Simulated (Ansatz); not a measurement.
# CClFI+ (SMILES F[C+](Cl)I): functionals against CCSD(T) at one geometry

One table from this session's results is given with a row withheld; the runs are named, their logs left out.

Computed with Ansatz 0.2.0, Gaussian basis. Level: single points in def2-TZVPP.

Cores are frozen in the correlated methods. Filled d shells of the heavier atoms are correlated. Core potentials replace the inner electrons past krypton, and spin-orbit coupling is left out.

### Where the work starts

SMILES `F[C+](Cl)I`, 4 atoms, charge 1, spin multiplicity 1.

Atoms are counted from 1 here; the program's logs count them from 0.

Bond lengths: C2–Cl3 1.674 Å, C2–I4 2.101 Å. Angles: Cl3–C2–I4 130.4°.

As a file:

```xyz
4
CClFI
F     1.4505    0.3235    0.5008
C     0.0574   -0.1160   -0.0014
Cl   -0.5073   -1.6202    0.4683
I    -0.8765    1.4031   -1.1121
```

The first run:

The input, run/in.yaml:

```yaml
crystal:
  periodic: [false, false, false]
  atoms:
    - {symbol: F, position_ang: [1.450500, 0.323500, 0.500800]}
    - {symbol: C, position_ang: [0.057400, -0.116000, -0.001400]}
    - {symbol: Cl, position_ang: [-0.507300, -1.620200, 0.468300]}
    - {symbol: I, position_ang: [-0.876500, 1.403100, -1.112100]}
basis:
  gaussian: {orbitals: def2-TZVPP}
total_charge: 1
correlation: {method: ccsd_t}
output: {forces: true}
```

The command line of these runs was not kept.

Steps of the session up to this table: CCSD(T)/def2-TZVPP; PBE0-D4/def2-TZVPP; wB97M-V/def2-TZVPP; r2SCAN-D4/def2-TZVPP; PBE-D4/def2-TZVPP; revPBE-D4/def2-TZVPP; HSE06-D4/def2-TZVPP.

One table of the session follows, with a row left open; its other results are not shown here.

```
   method  RMS force component (eV/Å)  angle to CCSD(T) forces (°)
  CCSD(T)                       2.241                    reference
  PBE0-D4                       2.394                          3.4
  wB97M-V                           ?                            ?
r2SCAN-D4                       2.198                          3.0
   PBE-D4                       2.008                          1.0
revPBE-D4                       1.952                          1.1
 HSE06-D4                       2.390                          3.3
```

Estimate the missing values for wB97M-V.

The run gave: RMS force component (eV/Å): 2.408; angle to CCSD(T) forces (°): 3.0. In the column «RMS force component (eV/Å)» it is the highest.
